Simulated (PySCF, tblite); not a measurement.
# C2H3ClNSi radical: geometry, infrared bands and EPR parameters

Aim: predict the infrared bands and EPR parameters of C2H3ClNSi radical (`N#C[SiH2][CH]Cl`).

Programs: tblite 0.8.0 and PySCF 2.14.0, with density-fitted response routines of our own. Each step states its level of theory. These are calculated values for one molecule in the gas phase, unless marked as measured. Atoms count from 0, in the outputs and in this text.

## 1. Starting geometry

8 atoms, charge 0, multiplicity 2; geometry from: force field or distance geometry start.

Bonds of the start (Å): N0–C1 1.16, C1–Si2 1.88, Si2–C3 1.83, C3–Cl4 1.72, Si2–H5 1.48, Si2–H6 1.48, C3–H7 1.07.

## 2. Relaxing the molecule with GFN2-xTB

The job: settings as JSON, then the geometry in Å.

```
{"job": {"kind": "relax", "xc": "GFN2-xTB", "basis": "xTB"}, "charge": 0, "multiplicity": 2}
N      2.320300    -0.599500    -1.810200
C      1.545500    -0.486800    -0.947700
Si     0.309100    -0.308700     0.456300
C     -1.170300     0.631000    -0.073300
Cl    -2.554000     1.028700     0.872500
H      0.918000     0.386100     1.611200
H     -0.123800    -1.641100     0.940400
H     -1.235800     0.999800    -1.073800
```

Launch:

```sh
$ OMP_NUM_THREADS=1 python probes_run.py task.json out
```

The driver reads the jobs from task.json and runs them one after another.

What it wrote:

```text
step      E/eV     max force
  0    -404.84642    2.429
  1    -404.75405    7.261
  2    -404.90660    0.486
  3    -404.91788    0.430
  4    -404.98079    0.397
  5    -404.98620    0.239
  6    -404.98823    0.109
  7    -404.98862    0.090
  8    -404.98908    0.079
  9    -404.98936    0.059
 10    -404.98956    0.039
 11    -404.98971    0.046
 12    -404.98991    0.055
 13    -404.99023    0.068
 14    -404.99067    0.086
 15    -404.99122    0.090
 16    -404.99192    0.086
 17    -404.99274    0.122
 18    -404.99334    0.097
 19    -404.99358    0.040
 20    -404.99366    0.024
 21    -404.99370    0.024
 22    -404.99378    0.036
 23    -404.99388    0.041
 24    -404.99396    0.028
 25    -404.99399    0.010
 26    -404.99399    0.007
```

Run time: 0.12 s. Hardware: 1 thread of Arm Neoverse V1, shared host.

The steps of the relaxation: (the energy doesn't fall at every step)

```tsv
step	energy from step 0 (eV)	largest force (eV/Å)
0	0.0000	2.4292
1	0.0924	7.2606
2	-0.0602	0.4863
3	-0.0715	0.4302
4	-0.1344	0.3971
5	-0.1398	0.2390
6	-0.1418	0.1089
7	-0.1422	0.0897
8	-0.1427	0.0787
9	-0.1429	0.0593
10	-0.1431	0.0389
11	-0.1433	0.0462
12	-0.1435	0.0554
13	-0.1438	0.0685
14	-0.1442	0.0858
15	-0.1448	0.0903
16	-0.1455	0.0864
17	-0.1463	0.1218
18	-0.1469	0.0968
19	-0.1472	0.0398
20	-0.1472	0.0239
21	-0.1473	0.0241
22	-0.1474	0.0361
23	-0.1475	0.0410
24	-0.1475	0.0278
25	-0.1476	0.0105
26	-0.1476	0.0073
```

Distances of close pairs at the start and the end, largest changes first:

```tsv
bond	before (Å)	after (Å)	change (Å)
C3–Cl4	1.723	1.691	-0.032
Si2–C3	1.831	1.857	+0.026
N0–C1	1.165	1.145	-0.020
Si2–H6	1.482	1.467	-0.015
C1–Si2	1.879	1.867	-0.012
Si2–H5	1.479	1.467	-0.012
C3–H7	1.068	1.080	+0.011
```

The next job starts from the end point, and lists it.

## 3. Infrared spectrum with GFN2-xTB

The job: settings as JSON, then the geometry in Å.

```
{"job": {"kind": "ir", "xc": "GFN2-xTB", "basis": "xTB"}, "charge": 0, "multiplicity": 2}
N      2.176760    -0.533399    -1.782437
C      1.448947    -0.448645    -0.902618
Si     0.287991    -0.331777     0.554749
C     -1.139266     0.635089    -0.134736
Cl    -2.491735     1.018497     0.804661
H      0.999104     0.363686     1.632817
H     -0.070959    -1.697860     0.950508
H     -1.201786     1.003821    -1.147509
```

What it wrote:

```text
mode    cm-1     km/mol
  1      43.2      4.28
  2      86.5      7.87
  3     211.0      0.20
  4     263.5      2.08
  5     324.4      1.19
  6     344.7     43.99
  7     479.6     89.77
  8     526.3      6.76
  9     617.0     26.24
 10     692.4     39.52
 11     711.6    327.93
 12     781.4    171.37
 13     932.5     39.48
 14    1189.6      0.44
 15    2213.7    301.07
 16    2239.6    112.40
 17    2361.9     28.66
 18    3056.3      2.74
```

Wall time 0.17 s (1 thread of Arm Neoverse V1, shared host).

The strongest bands and the atoms that carry them (share of the mass-weighted mode):

```tsv
cm⁻¹	km/mol	atoms
345	44.0	H7 65 %, C3 29 %
480	89.8	H5 35 %, H6 35 %, Si2 16 %
692	39.5	C3 52 %, Si2 24 %, Cl4 16 %
712	327.9	H6 32 %, H5 32 %, Si2 24 %
781	171.4	H6 47 %, H5 47 %
932	39.5	C3 59 %, H7 20 %, Cl4 11 %, Si2 10 %
2214	301.1	H6 48 %, H5 48 %
2240	112.4	H5 49 %, H6 49 %
```

## 4. EPR parameters: B3LYP/pcH-1

The job, as its differences from that of step 3:

```diff
@@ -1,2 +1,2 @@
-{"job": {"kind": "ir", "xc": "GFN2-xTB", "basis": "xTB"}, "charge": 0, "multiplicity": 2}
+{"job": {"kind": "epr", "basis": "pcH-1"}, "charge": 0, "multiplicity": 2}
 N      2.176760    -0.533399    -1.782437
```

Level: UKS B3LYP, pcH-1 on C Cl H N Si, non-relativistic, mean-field spin-orbit, GIAO.

What it wrote:

```text
UKS, coarse grid
  cycle   1  E = -882.38094050  |g| = 3.03e-01
  cycle   2  E = -882.25603409  |g| = 5.94e-01
  cycle   3  E = -882.41514132  |g| = 1.11e-01
  cycle   4  E = -882.41996777  |g| = 2.66e-02
  cycle   5  E = -882.42029719  |g| = 4.22e-03
  cycle   6  E = -882.42030839  |g| = 2.28e-03
  cycle   7  E = -882.42031058  |g| = 1.19e-03
  cycle   8  E = -882.42031217  |g| = 3.55e-04
UKS, final grid
  cycle   1  E = -882.42029479  |g| = 4.23e-04
  cycle   2  E = -882.42029467  |g| = 6.71e-04
  cycle   3  E = -882.42029489  |g| = 9.17e-05
  cycle   4  E = -882.42029489  |g| = 4.61e-05
  cycle   5  E = -882.42029489  |g| = 1.53e-05
E = -882.42029489 Eh   <S^2> = 0.7539 (exact 0.7500)
g shifts (ppm)      1          2          3
  rmc          -165       -165       -165
  gc             -6         37         31
  oz_so        -445       8562       8877
  total        -616       8434       8743
hyperfine (MHz)  atom isotope    a_iso     a_fc   dipolar eigenvalues
    0   14N      -0.09      -0.08     -0.38      0.16      0.22
    1   13C      -1.91      -1.91     -0.64     -0.58      1.23
    2  29Si      48.23      48.28     -2.17     -0.84      3.01
    3   13C      89.57      88.92    -74.28    -73.44    147.72
    4  35Cl       6.60       6.54    -36.28    -27.02     63.29
    5    1H      53.78      53.78     -3.10     -1.85      4.95
    6    1H      53.60      53.60     -3.10     -1.86      4.95
    7    1H     -57.45     -57.61    -34.12     -1.74     35.86
```

Wall time 24 s (1 thread of Arm Neoverse V1, shared host); peak memory 0.59 GiB.

Principal g values 2.00170, 2.01075, 2.01106; g(iso) = 2.00784, against 2.00232 for a free electron.

Mean a(iso) over the nuclei that a row names, and the largest dipolar term of the row (other rows stand at the frozen geometry):

```tsv
nuclei	isotope	a(iso) (MHz)	a(iso) (G, at g = 2.0023)	largest dipolar term (MHz)
C3	13C	89.6	32.0	147.7
H7	1H	-57.5	-20.5	35.9
H5, H6	1H	53.7	19.2	5.0
Si2	29Si	48.2	17.2	3.0
Cl4	35Cl	6.6	2.4	63.3
C1	13C	-1.9	-0.7	1.2
N0	14N	-0.1	0.0	-0.4
```

Mulliken spin populations:

```tsv
atom	value (e)
N0	0.00
C1	0.00
Si2	-0.02
C3	0.89
Cl4	0.12
H5	0.03
H6	0.03
H7	-0.04
```

In first order the couplings over 0.8 MHz of 1H, 35Cl give 24 distinct lines over 65.9 G, if the averaged nuclei exchange fast.

The fields below are evaluated on a grid from the run's orbitals.

ELF in a plane through or near 6 of the atoms.

Values, 10 rows by 14 columns:
```
0.00 0.00 0.00 0.00 0.00 0.00 0.00 0.00 0.00 0.00 0.00 0.00 0.00 0.00
0.00 0.00 0.00 0.00 0.00 0.00 0.00 0.00 0.00 0.00 0.00 0.00 0.00 0.00
0.00 0.00 0.00 0.00 0.00 0.02 0.11 0.12 0.03 0.00 0.01 0.00 0.00 0.00
0.00 0.00 0.00 0.01 0.02 0.09 0.35 0.36 0.08 0.02 0.58 0.42 0.03 0.00
0.00 0.00 0.05 0.25 0.52 0.71 0.58 0.66 0.49 0.22 0.90 0.85 0.18 0.00
0.00 0.02 0.53 0.67 0.66 0.39 0.68 0.73 0.29 0.76 0.55 0.54 0.44 0.02
0.00 0.09 0.89 0.83 0.71 0.70 0.15 0.25 0.93 0.58 0.68 0.86 0.37 0.01
0.00 0.01 0.73 0.90 0.62 0.31 0.01 0.56 1.00 0.77 0.02 0.19 0.03 0.00
0.00 0.00 0.02 0.13 0.07 0.02 0.00 0.02 0.43 0.09 0.00 0.00 0.00 0.00
0.00 0.00 0.00 0.00 0.00 0.00 0.00 0.00 0.00 0.00 0.00 0.00 0.00 0.00
```
The map spans 10.8 Å across and 8.5 Å up, centred on the molecule. Atoms in the plane (x, y in Å): N0 (-2.7, -1.0), C1 (-1.7, -0.4), Si2 (-0.2, 0.7), C3 (1.2, -0.6), Cl4 (2.8, -0.1), H7 (1.1, -1.6).

log10 of the density (e/Å³) in the same plane.

Values, 10 rows by 14 columns:
```
-4.0 -4.0 -4.0 -4.0 -4.0 -4.0 -4.0 -4.0 -4.0 -4.0 -4.0 -4.0 -4.0 -4.0
-4.0 -4.0 -4.0 -4.0 -4.0 -3.3 -2.8 -2.8 -3.2 -3.9 -4.0 -4.0 -4.0 -4.0
-4.0 -4.0 -4.0 -4.0 -3.1 -2.3 -1.6 -1.6 -2.2 -2.9 -2.9 -3.1 -3.9 -4.0
-4.0 -4.0 -3.8 -2.9 -2.2 -1.4 -0.6 -0.6 -1.4 -1.8 -1.4 -1.6 -2.5 -3.6
-4.0 -3.9 -2.4 -1.7 -1.0 -0.6  0.9  1.2 -0.7 -0.8  0.0 -0.3 -1.6 -2.8
-4.0 -2.8 -1.3 -0.3  0.3  0.8 -0.4 -0.3  0.6  0.2  1.4  0.3 -1.2 -2.5
-4.0 -2.5 -0.8  0.5  0.4 -0.3 -1.2 -0.8  0.3 -0.2 -0.4 -0.6 -1.7 -2.8
-4.0 -2.9 -1.4 -0.7 -0.8 -1.4 -2.1 -1.4 -0.4 -1.1 -1.9 -2.0 -2.7 -3.8
-4.0 -4.0 -2.8 -2.3 -2.3 -2.7 -3.3 -2.7 -2.1 -2.4 -3.3 -3.8 -4.0 -4.0
-4.0 -4.0 -4.0 -4.0 -4.0 -4.0 -4.0 -4.0 -3.8 -4.0 -4.0 -4.0 -4.0 -4.0
```
The map spans 10.8 Å across and 8.5 Å up, centred on the molecule. Atoms in the plane (x, y in Å): N0 (-2.7, -1.0), C1 (-1.7, -0.4), Si2 (-0.2, 0.7), C3 (1.2, -0.6), Cl4 (2.8, -0.1), H7 (1.1, -1.6).

On the surface of density 0.002 e/bohr³ the electrostatic potential runs, from the 1st to the 99th percentile, from -1.60 V near N0 to 1.74 V near H5.

The spin density lies nearest to C3 65 %; Cl4 18 %; H7 9 %.

## 5. What came out

| quantity | value |
| --- | --- |
| strongest single infrared mode (GFN2-xTB) | 712 cm⁻¹, 328 km/mol |
| zero-point energy (GFN2-xTB) | 24.4 kcal/mol |
| g(iso) (B3LYP) | 2.00784 |
| ⟨S²⟩ | 0.754 (exact 0.75) |
| largest a(iso) (averaged by class) | 13C on C3, 89.6 MHz |
| surface potential, 1st and 99th percentile | -1.60 V and 1.74 V |

**Reading.** Over 26 steps the energy fell by 0.148 eV; of the close pairs, C3–Cl4 changed most, 1.723 to 1.691 Å. No mode is imaginary among the 18: a minimum at this level. The strongest single mode, at 712 cm⁻¹, is spread over several atoms, H6, H5, Si2 among them. Unscaled tight-binding wavenumbers are off by several per cent, some by more. Its intensities can rank the bands wrongly. C3 carries the largest spin population, 0.89 e. The isotropic g lies 5.5 ppt above the free-electron value.
